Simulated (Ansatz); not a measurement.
**CH3F2Ga: how energies converge with the basis set**

The task here is to estimate one member of a computed series from the others.

Computed with Ansatz 0.2.0, Gaussian basis. Level: one geometry, several basis sets.

Levels to be run: PBE0-D4/def2-SVP; ωB97M-V/def2-SVP; PBE0-D4/def2-QZVPP; ωB97M-V/def2-QZVPP; the functionals' def2-TZVPP values are taken from earlier runs.

## The geometry

The geometry comes from an earlier relaxation with PBE0-D4 in a triple-zeta def2 set; it is a stationary point, not always the lowest conformer.

SMILES `F[CH2][GaH][F]`, 7 atoms, charge 0, spin multiplicity 1.

Atoms are counted from 1 here; the program's logs count them from 0.

Bond lengths: F1–C2 1.389 Å, C2–Ga3 1.980 Å, C2–H5 1.095 Å, C2–H6 1.095 Å, Ga3–F4 1.764 Å, Ga3–H7 1.554 Å. Angles: F1–C2–Ga3 111.3°, F1–C2–H5 108.6°, F1–C2–H6 108.6°, Ga3–C2–H5 110.5°, Ga3–C2–H6 110.5°, H5–C2–H6 107.3°, C2–Ga3–F4 111.5°, C2–Ga3–H7 133.4°, F4–Ga3–H7 115.1°.

Set-up of the first run:

in.yaml reads:

```yaml
crystal:
  periodic: [false, false, false]
  atoms:
    - {symbol: F, position_ang: [0.512900, 1.851453, 0.293100]}
    - {symbol: C, position_ang: [-0.284160, 0.728240, 0.470631]}
    - {symbol: Ga, position_ang: [0.394365, -0.806990, -0.579611]}
    - {symbol: F, position_ang: [-0.614114, -2.237080, -0.358781]}
    - {symbol: H, position_ang: [-1.307516, 0.976359, 0.170659]}
    - {symbol: H, position_ang: [-0.307946, 0.483078, 1.537466]}
    - {symbol: H, position_ang: [1.606470, -0.995061, -1.533453]}
basis:
  gaussian: {orbitals: def2-SVP}
hamiltonian: {xc: pbe0, dispersion: d4}
output: {orbitals: {seedname: orbitals}}
```

On the command line:

```console
$ ansatz run in.yaml --threads 2 --pin off --events-out ev --progress --plain --max-ram 4352MiB
```

Steps of the session up to this table: PBE0-D4 in def2-SVP; ωB97M-V in def2-SVP; PBE0-D4 in def2-QZVPP; ωB97M-V in def2-QZVPP.

One table of the session follows, with a row left open; its other results are not shown here.

It belongs to the step «Density functionals: the series». 

```
functional       basis  HOMO (eV)  LUMO (eV)
   PBE0-D4    def2-SVP          ?          ?
   PBE0-D4  def2-TZVPP      -8.29      -1.42
   PBE0-D4  def2-QZVPP      -8.33      -1.48
   ωB97M-V    def2-SVP     -10.38       0.41
   ωB97M-V  def2-TZVPP     -10.54       0.26
   ωB97M-V  def2-QZVPP     -10.59       0.07
```

Estimate the missing values for PBE0-D4, def2-SVP.

**Answer.** HOMO (eV): -8.16; LUMO (eV): -1.33. In the column «HOMO (eV)» it is the highest.
